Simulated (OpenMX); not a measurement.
Runs of OpenMX 3.8.5 on WS. The structure is cubic, space group Pm-3m (No. 221). Conventional cell: a = 3.008 Å, b = 3.008 Å, c = 3.008 Å, α = 90.00°, β = 90.00°, γ = 90.00°. W (site symmetry m-3m) is surrounded by 8 S at 2.60 Å. S (site symmetry m-3m) has 8 W at 2.60 Å as nearest neighbours. The cell was built by a generator and needn't be a form met in nature.

```tsv
level	gap on the mesh (eV)	pressure (GPa)
PBE	none	2.4
PBE+D3	none	-2.8
PBE+D3(BJ)	none	-5.2
PBE+D4	none	(a)
```

Alike in all rows: task single point; potentials or basis OpenMX 2013 PBE set, W7.0-s3p2d2f1, S7.0-s2p2d1f1, grid cutoff 400 Ry; no spin polarisation; cell as given; k mesh 7 × 7 × 7; smearing fermi-dirac 0.05 eV.

**Question.** Fill in the values left out.

**Answer.** (a) -4.4.

Caveats: the basis of atomic orbitals isn't converged, which shifts pressures, moduli and gaps; pairwise dispersion overbinds metals, which lowers pressure and volume (some runs).

A k mesh can miss the band edges, and the runs leave out spin-orbit coupling on W.

A gap of «none» marks a metal or a gap under the smearing width.

Not every run made on this cell is shown here.
